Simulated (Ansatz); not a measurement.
# C2H4BrGeN: the cost of one run

Computed with the Python package of Ansatz 0.2.0. Level of theory: r2SCAN/def2-SVP.

## Step 1: Starting point

Bond lengths: N1–C2 1.157 Å, C2–C3 1.463 Å, C3–Ge4 1.945 Å, Ge4–Br5 2.328 Å, C3–H6 1.109 Å, C3–H7 1.109 Å, Ge4–H8 1.550 Å, Ge4–H9 1.550 Å. Angles: N1–C2–C3 180.0°, C2–C3–Ge4 109.6°, C2–C3–H6 109.5°, C2–C3–H7 109.4°, Ge4–C3–H6 109.4°, Ge4–C3–H7 109.4°, H6–C3–H7 109.5°, C3–Ge4–Br5 109.6°, C3–Ge4–H8 109.3°, C3–Ge4–H9 109.5°, Br5–Ge4–H8 109.4°, Br5–Ge4–H9 109.6°, H8–Ge4–H9 109.5°.

No structure file is read: the coordinates are typed or built in the script.

## Step 2: Script

Input file opt.py:

```python
'''Minimum-energy structure of C2H4BrGeN.'''

import ansatz as az
from ase import Atoms
import numpy as np

config = {
    'basis': 'def2-SVP',
    'xc': 'r2scan',
}


def main() -> None:
    atoms = Atoms(['N', 'C', 'C', 'Ge', 'Br', 'H', 'H', 'H', 'H'], positions=[
        [2.4549, 1.1835, -0.0117],
        [1.6319, 0.3775, 0.0984],
        [0.5912, -0.6419, 0.2379],
        [-1.123, 0.0958, -0.3111],
        [-1.6859, 1.8805, 1.0738],
        [0.5307, -0.9669, 1.2969],
        [0.8393, -1.5131, -0.4025],
        [-2.2114, -1.0024, -0.2034],
        [-1.0277, 0.5869, -1.7782],
    ])
    geometry = az.Crystal.molecule_from_ase(atoms)

    calculation = (
        geometry.calculation()
        .basis(gaussian=config['basis'])
        .functional(config['xc'])
    )
    symbols = [site.symbol for site in geometry.cartesian_sites]
    start = np.array([site.position_ang for site in geometry.cartesian_sites], dtype=float)
    def progress(event):
        if event['event'] == 'relax_step':
            row = event['data']
            print(f'step {row["step"]:3d}  E = {row["lagrangian_ev"]:.6f} eV  largest force component {row["allowed_force_max_ev_ang"]:.4f} eV/A')


    report = calculation.relax(force_tolerance=0.02).session().plan().execute(on_event=progress).report
    end = np.array(report['positions_ang'])

    print(f'E = {report["free_energy_ev"]:.6f} eV = {report["free_energy_ev"] / 27.211386246:.7f} Ha')
    print('converged:', report['converged'], ' doubts:', report['published_state_doubts'] or 'none')

    print('final positions (A) and the move of each atom')
    for symbol, xyz, old in zip(symbols, end, start):
        print(f'{symbol:2s} {xyz[0]:10.5f} {xyz[1]:10.5f} {xyz[2]:10.5f}   {np.linalg.norm(xyz - old):7.4f}')

    charges = report['charge_distribution']
    print('dipole moment', round(4.803205 * float(np.linalg.norm(charges['dipole_moment_e_ang'])), 3), 'D')
    print('Mulliken:', [(s, round(q, 3)) for s, q in zip(symbols, charges['mulliken_charges_e'])])
    with open('c2h4brgen_opt.xyz', 'w') as handle:
        handle.write(f'{len(symbols)}\nrelaxed C2H4BrGeN\n')
        handle.writelines(f'{s:2s} {x:11.6f} {y:11.6f} {z:11.6f}\n' for s, (x, y, z) in zip(symbols, end))


if __name__ == '__main__':
    main()
```

## Step 3: The input behind the calls

The engine receives this input:

```yaml
crystal:
  periodic: [false, false, false]
  atoms:
    - { symbol: "N", position_ang: [2.4549, 1.1835, -0.0117] }
    - { symbol: C, position_ang: [1.6319, 0.3775, 0.0984] }
    - { symbol: C, position_ang: [0.5912, -0.6419, 0.2379] }
    - { symbol: Ge, position_ang: [-1.123, 0.0958, -0.3111] }
    - { symbol: Br, position_ang: [-1.6859, 1.8805, 1.0738] }
    - { symbol: H, position_ang: [0.5307, -0.9669, 1.2969] }
    - { symbol: H, position_ang: [0.8393, -1.5131, -0.4025] }
    - { symbol: H, position_ang: [-2.2114, -1.0024, -0.2034] }
    - { symbol: H, position_ang: [-1.0277, 0.5869, -1.7782] }
basis:
  gaussian:
    orbitals: def2-SVP
hamiltonian:
  xc: r2scan
relax:
  f_tol: 0.02
```

## Step 4: The run

Command:

```
$ python opt.py
```

**Question.** How long does this script take on 1 thread of Arm Neoverse V1, shared host, and how much memory does it need?

About 78 s, with a peak of 0.27 GiB.
